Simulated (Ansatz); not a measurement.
# C₄H₃F₇: how energies converge with the basis set

One table from this session's results is given with a row withheld; the runs are named, their logs left out.

Computed with Ansatz 0.2.0, Gaussian basis. Level: one geometry, several basis sets.

Levels to be run: PBE0-D4/def2-SVP; ωB97M-V/def2-SVP; PBE0-D4/def2-QZVPP; ωB97M-V/def2-QZVPP; the functionals' def2-TZVPP values are taken from earlier runs.

## The geometry

The geometry comes from an earlier relaxation with PBE0-D4 in a triple-zeta def2 set; it is a stationary point, not always the lowest conformer.

SMILES `FCC(F)(F)C(F)(F)C(F)F`, 14 atoms, charge 0, spin multiplicity 1.

Atoms are counted from 1 here; the program's logs count them from 0.

Bond lengths: F1–C2 1.367 Å, C2–C3 1.517 Å, C2–H12 1.090 Å, C2–H13 1.092 Å, C3–F4 1.345 Å, C3–F5 1.356 Å, C3–C6 1.548 Å, C6–F7 1.346 Å, C6–F8 1.342 Å, C6–C9 1.536 Å, C9–F10 1.351 Å, C9–F11 1.341 Å, C9–H14 1.092 Å. Angles: F1–C2–C3 108.4°, F1–C2–H12 109.3°, F1–C2–H13 109.5°, C3–C2–H12 110.3°, C3–C2–H13 109.1°, H12–C2–H13 110.2°, C2–C3–F4 109.3°, C2–C3–F5 110.3°, C2–C3–C6 114.7°, F4–C3–F5 107.5°, F4–C3–C6 107.6°, F5–C3–C6 107.1°, C3–C6–F7 108.8°, C3–C6–F8 108.4°, C3–C6–C9 114.6°, F7–C6–F8 108.5°, F7–C6–C9 109.6°, F8–C6–C9 106.8° and more.

The first run:

in.yaml

```yaml
crystal:
  periodic: [false, false, false]
  atoms:
    - {symbol: F, position_ang: [-2.407701, 1.553980, -0.412947]}
    - {symbol: C, position_ang: [-1.435367, 0.636619, -0.697604]}
    - {symbol: C, position_ang: [-0.722860, 0.277519, 0.592624]}
    - {symbol: F, position_ang: [-1.616023, -0.206233, 1.473939]}
    - {symbol: F, position_ang: [-0.162742, 1.382517, 1.143667]}
    - {symbol: C, position_ang: [0.401798, -0.775682, 0.438837]}
    - {symbol: F, position_ang: [-0.050896, -1.785815, -0.327396]}
    - {symbol: F, position_ang: [0.696002, -1.261852, 1.655062]}
    - {symbol: C, position_ang: [1.711919, -0.230859, -0.149592]}
    - {symbol: F, position_ang: [1.480208, 0.277065, -1.379815]}
    - {symbol: F, position_ang: [2.579053, -1.246050, -0.270071]}
    - {symbol: H, position_ang: [-0.732009, 1.066038, -1.411675]}
    - {symbol: H, position_ang: [-1.894109, -0.261965, -1.114911]}
    - {symbol: H, position_ang: [2.139825, 0.545518, 0.488880]}
basis:
  gaussian: {orbitals: def2-SVP}
hamiltonian: {xc: pbe0, dispersion: d4}
output: {orbitals: {seedname: orbitals}}
```

Run with:

```console
> ansatz run in.yaml --threads 4 --pin off --events-out ev --progress --plain --max-ram 66560MiB --backend cpu
```

Among the steps run: PBE0-D4 in def2-SVP; ωB97M-V in def2-SVP; PBE0-D4 in def2-QZVPP; ωB97M-V in def2-QZVPP.

One of the session's tables, all rows but one given; the rest of the session is left out.

It belongs to the step «Density functionals: the series». 

```
functional       basis  HOMO (eV)  LUMO (eV)
   PBE0-D4    def2-SVP      -9.77       1.16
   PBE0-D4  def2-TZVPP      -9.93       0.68
   PBE0-D4  def2-QZVPP      -9.98       0.48
   ωB97M-V    def2-SVP     -12.14       3.43
   ωB97M-V  def2-TZVPP          ?          ?
   ωB97M-V  def2-QZVPP     -12.38       1.87
```

Estimate the missing values for ωB97M-V, def2-TZVPP.

**Answer.** HOMO (eV): -12.33; LUMO (eV): 2.72. In the column «HOMO (eV)» it lies between ωB97M-V, def2-QZVPP (-12.38) and ωB97M-V, def2-SVP (-12.14).
